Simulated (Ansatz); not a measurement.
# BaCaHfZrO6: bonding charge in real space

For BaCaHfZrO6 at its listed geometry, this session asks how the density differs from that of free atoms, which states sit where, where an added electron goes, how charge passes between sublattices and how the density follows a moved atom.

Program: Ansatz 0.2.0. Level of theory: DFT PBE, scalar-relativistic, plane waves, PAW. These are calculated values, not measurements.

### 1 The structure to begin with

Symmetry: F-43m, No. 216, cubic system. Conventional cell: a = 8.368 Å, b = 8.368 Å, c = 8.368 Å, α = 90.00°, β = 90.00°, γ = 90.00°. Ba (site symmetry -43m) has 12 O at 2.96 Å as nearest neighbours. Around Ca (site symmetry -43m) lie 12 O at 2.96 Å. Zr (site symmetry -43m) has 6 O at 2.11 Å as nearest neighbours. Hf (site symmetry -43m) is surrounded by 6 O at 2.08 Å. O (site symmetry 2mm) is surrounded by 1 Hf at 2.08 Å and 1 Zr at 2.11 Å and 2 Ba at 2.96 Å and 2 Ca at 2.96 Å.

Structure file:

```cif
data_structure
_symmetry_space_group_name_H-M 'F-43m'
_symmetry_Int_Tables_number 216
_cell_length_a 8.3681
_cell_length_b 8.3681
_cell_length_c 8.3681
_cell_angle_alpha 90.000
_cell_angle_beta 90.000
_cell_angle_gamma 90.000
_cell_volume 585.98
loop_
_atom_site_label
_atom_site_type_symbol
_atom_site_symmetry_multiplicity
_atom_site_Wyckoff_symbol
_atom_site_fract_x
_atom_site_fract_y
_atom_site_fract_z
_atom_site_occupancy
Ba1 Ba 4 d 0.25000 0.25000 0.75000 1
Ca1 Ca 4 c 0.25000 0.25000 0.25000 1
Zr1 Zr 4 b 0.50000 0.00000 0.00000 1
Hf1 Hf 4 a 0.00000 0.00000 0.00000 1
O1 O 24 f 0.24818 0.00000 0.00000 1
```

The structure comes from the Materials Project (structure only).

### 2 Ground state at the listed geometry

Contents of input.yaml:

```yaml
crystal:
  lattice:
    - [0.0, 4.18405993, 4.18405993]
    - [4.18405993, 0.0, 4.18405993]
    - [4.18405993, 4.18405993, 0.0]
  atoms:
    - { symbol: Ba, position: [0.25, 0.25, 0.25] }
    - { symbol: Ca, position: [0.75, 0.75, 0.75] }
    - { symbol: Zr, position: [0.5, 0.5, 0.5] }
    - { symbol: Hf, position: [0.0, 0.0, 0.0] }
    - { symbol: O, position: [0.75182453, 0.24817547, 0.24817547] }
    - { symbol: O, position: [0.24817547, 0.75182453, 0.75182453] }
    - { symbol: O, position: [0.75182453, 0.75182453, 0.24817547] }
    - { symbol: O, position: [0.24817547, 0.24817547, 0.75182453] }
    - { symbol: O, position: [0.24817547, 0.75182453, 0.24817547] }
    - { symbol: O, position: [0.75182453, 0.24817547, 0.75182453] }
basis:
  ecutwfc: 420
  fft_grid_basis: typed
kpoints:
  mp_grid: { grid: [6, 6, 6] }
hamiltonian:
  xc: pbe
scf:
  occupations: { method: gaussian, width: 0.05 }
output:
  forces: true
  stress: true
  eigenvalues: true
  bader: true
  write_density: true
  volumetric_format: npy
  elf: true
```

Run with:

```sh
ansatz run input.yaml --threads 2 --pin off --max-ram 4096MiB --backend cpu --events-out ev --progress --plain --runs-dir out
```

### 4 Densities by energy window

The windows are set from the levels of the base run, in eV from its Fermi level.

input.yaml: that of step 2 with these lines changed.

```diff
@@ -25,9 +25,28 @@
   occupations: { method: gaussian, width: 0.05 }
+  n_extra_bands: 10
 output:
   forces: true
-  stress: true
+  stress: false
   eigenvalues: true
-  bader: true
-  write_density: true
+  bader: false
+  write_density: false
   volumetric_format: npy
-  elf: true
+  band_densities:
+    - { e_range: [-2.3, -1.69] }
+    - { e_range: [1.69, 2.3] }
+    - { e_range: [-5.77, -4.4] }
+    - { e_range: [-4.4, -3.05] }
+    - { e_range: [-5.78, -1.67] }
+    - { e_range: [-11.32, -11.22] }
+    - { e_range: [-12.26, -11.74] }
+  dos:
+    e_range: [-30, 8]
+    de: 0.02
+    method: { smearing: { sigma: 0.03, scheme: gaussian } }
+    projected: { site_lists: { Ba: [Ba], Ca: [Ca], Hf: [Hf], O: [O], Zr: [Zr] } }
+checkpoint:
+  read: start.run
+  write: ck
+  compress: false
+  write_wavefunctions: false
+  write_every: 100000
```

### 5 Adding 0.5 electron a cell

A uniform background keeps the cell neutral, and the atoms stay fixed.

input.yaml: that of step 2 with these lines changed.

```diff
@@ -16,2 +16,3 @@
     - { symbol: O, position: [0.75182453, 0.24817547, 0.75182453] }
+total_charge: -0.5
 basis:
@@ -32,2 +33 @@
   volumetric_format: npy
-  elf: true
```

### 6 The crystal without its Ca atoms

The atoms left keep their places in the same cell.

Contents of input.yaml:

```yaml
crystal:
  lattice:
    - [0.0, 4.18405993, 4.18405993]
    - [4.18405993, 0.0, 4.18405993]
    - [4.18405993, 4.18405993, 0.0]
  atoms:
    - { symbol: Ba, position: [0.25, 0.25, 0.25] }
    - { symbol: Zr, position: [0.5, 0.5, 0.5] }
    - { symbol: Hf, position: [0.0, 0.0, 0.0] }
    - { symbol: O, position: [0.75182453, 0.24817547, 0.24817547], spin: 1.0 }
    - { symbol: O, position: [0.24817547, 0.75182453, 0.75182453], spin: 1.0 }
    - { symbol: O, position: [0.75182453, 0.75182453, 0.24817547], spin: 1.0 }
    - { symbol: O, position: [0.24817547, 0.24817547, 0.75182453], spin: 1.0 }
    - { symbol: O, position: [0.24817547, 0.75182453, 0.24817547], spin: 1.0 }
    - { symbol: O, position: [0.75182453, 0.24817547, 0.75182453], spin: 1.0 }
magnetization:
  spin_polarized: true
basis:
  ecutwfc: 420
  fft_grid_basis: typed
kpoints:
  mp_grid: { grid: [6, 6, 6] }
hamiltonian:
  xc: pbe
scf:
  occupations: { method: gaussian, width: 0.1 }
output:
  forces: true
  stress: true
  eigenvalues: true
  bader: true
  write_density: true
  volumetric_format: npy
  populations: true
```

### 7 The Ca sublattice alone

The atoms left keep their places in the same cell.

Contents of input.yaml:

```yaml
crystal:
  lattice:
    - [0.0, 4.18405993, 4.18405993]
    - [4.18405993, 0.0, 4.18405993]
    - [4.18405993, 4.18405993, 0.0]
  atoms:
    - { symbol: Ca, position: [0.75, 0.75, 0.75] }
basis:
  ecutwfc: 420
  fft_grid_basis: typed
kpoints:
  mp_grid: { grid: [6, 6, 6] }
hamiltonian:
  xc: pbe
scf:
  occupations: { method: gaussian, width: 0.1 }
output:
  forces: true
  stress: true
  eigenvalues: true
  bader: true
  write_density: true
  volumetric_format: npy
```

### 8 Moving O5 by 0.05 Å

The shift is (0.003, -0.044, 0.023) Å; all periodic copies of the atom move with it.

input.yaml: that of step 2 with these lines changed.

```diff
@@ -10,3 +10,3 @@
     - { symbol: Hf, position: [0.0, 0.0, 0.0] }
-    - { symbol: O, position: [0.75182453, 0.24817547, 0.24817547] }
+    - { symbol: O, position: [0.7488832943, 0.2565351295, 0.2404867585] }
     - { symbol: O, position: [0.24817547, 0.75182453, 0.75182453] }
@@ -32,2 +32 @@
   volumetric_format: npy
-  elf: true
```

(Steps that only read results are left out.)

What does the calculation give? Wanted: gap on the mesh; pressure; Bader charges; the top of the valence band; the bottom of the conduction band; stiffness against the shift of O5.

As calculated:

| quantity | value |
| --- | --- |
| gap on the mesh | 3.40 eV |
| pressure | -1.2 GPa |
| Bader charges | Ba +1.53, Ca +1.63, Zr +2.56, Hf +2.60, O -1.39 e |
| the top of the valence band | O 2p (over 95 %) |
| the bottom of the conduction band | Zr 4d (60 %) and Hf 5d (35 %) |
| stiffness against the shift of O5 | 1.8 eV/Å² |

In words: In space (atomic cells sized by Bader volumes, not orbital character) the change of density that the added electron brings, screening included, divides as O about 50 %, Zr about 15 %, Ca about 15 %, Hf about 10 % and Ba about 10 %; this need not match the band edge's orbital character. Spin-orbit coupling is left out, which matters for the bands of Hf.

The gaps are Kohn-Sham values of a semilocal functional, not quasiparticle or optical gaps. Such gaps usually fall short of the measured ones.
